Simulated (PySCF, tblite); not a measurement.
# CH₄Cl₄Ge₂: geometry, infrared bands and NMR shifts

Aim: predict the infrared bands and NMR shifts of CH₄Cl₄Ge₂ (`[Cl][Ge@@H]([GeH3])[C](Cl)(Cl)Cl`).

Programs: tblite 0.8.0 and PySCF 2.14.0, with density-fitted response routines of our own. Each step states its level of theory. These are calculated values for one molecule in the gas phase, unless marked as measured. Atoms are numbered from 0 throughout.

### 1 The molecule as given

11 atoms, charge 0, multiplicity 1; geometry from: force field or distance geometry start.

Bonds of the start (Å): Cl0–Ge1 2.18, Ge1–Ge2 2.41, Ge1–C3 1.95, C3–Cl4 1.78, C3–Cl5 1.77, C3–Cl6 1.76, Ge1–H7 1.57, Ge2–H8 1.56, Ge2–H9 1.54, Ge2–H10 1.56.

### 2 Geometry optimisation with GFN2-xTB

Job settings and geometry (Å):

```
{"job": {"kind": "relax", "xc": "GFN2-xTB", "basis": "xTB"}, "charge": 0, "multiplicity": 1}
Cl    -0.478000    -1.739800     2.131300
Ge    -0.248300     0.058500     0.918500
Ge     1.836200    -0.024200    -0.293000
C     -1.633600     0.150700    -0.455000
Cl    -1.366100    -1.276000    -1.480500
Cl    -1.310900     1.577300    -1.445100
Cl    -3.233600     0.187300     0.282200
H     -0.296800     1.291800     1.885800
H      1.667900     0.632400    -1.700700
H      2.905500     0.684200     0.557000
H      2.163100    -1.539600    -0.426500
```

On the command line:

```sh
$ OMP_NUM_THREADS=1 python probes_run.py task.json out
```

The driver reads the jobs from task.json and runs them one after another.

**Question.** This job is followed by: GFN2-xTB harmonic vibrations, gas phase; GIAO PBE0/pcSseg-1 NMR shielding, non-relativistic, gas phase. Predict these results of the whole session: strongest single infrared mode (GFN2-xTB); zero-point energy (GFN2-xTB); ¹³C shifts against TMS (PBE0/pcSseg-1); ¹H shifts against TMS (PBE0/pcSseg-1, means over atoms taken as alike); ³⁵Cl shifts against HCl (PBE0/pcSseg-1, means over atoms taken as alike); ⁷³Ge shifts against GeMe4 (PBE0/pcSseg-1).

The runs gave:

```
                                                                quantity                  value
                               strongest single infrared mode (GFN2-xTB)  2041 cm⁻¹, 391 km/mol
                                            zero-point energy (GFN2-xTB)          24.0 kcal/mol
                                  ¹³C shifts against TMS (PBE0/pcSseg-1)              114.3 ppm
  ¹H shifts against TMS (PBE0/pcSseg-1, means over atoms taken as alike)         6.19, 3.75 ppm
³⁵Cl shifts against HCl (PBE0/pcSseg-1, means over atoms taken as alike)            423, -5 ppm
                               ⁷³Ge shifts against GeMe4 (PBE0/pcSseg-1)           54, -312 ppm
```

In words: Relaxing lowered the energy by 0.328 eV in 90 steps; the close pair that moved most is Ge1–C3, from 1.953 to 2.034 Å. All 27 modes are real, so the xTB geometry is a minimum. The strongest single mode, at 2041 cm⁻¹, moves mainly H10 and H9. Unscaled tight-binding wavenumbers are off by several per cent, some by more. Its intensities can rank the bands wrongly. C3 stands next to heavy halogen, whose spin-orbit shielding this run leaves out, so the computed shift lies too far downfield, most of all for carbon beside Br or I. At PBE0/pcSseg-1: Shielding is most anisotropic at Cl4, Cl5, Cl6 (span 710 ppm, paramagnetic term -618 ppm). Spin-orbit coupling is left out, which matters for shieldings and couplings at and beside the heavy atoms.
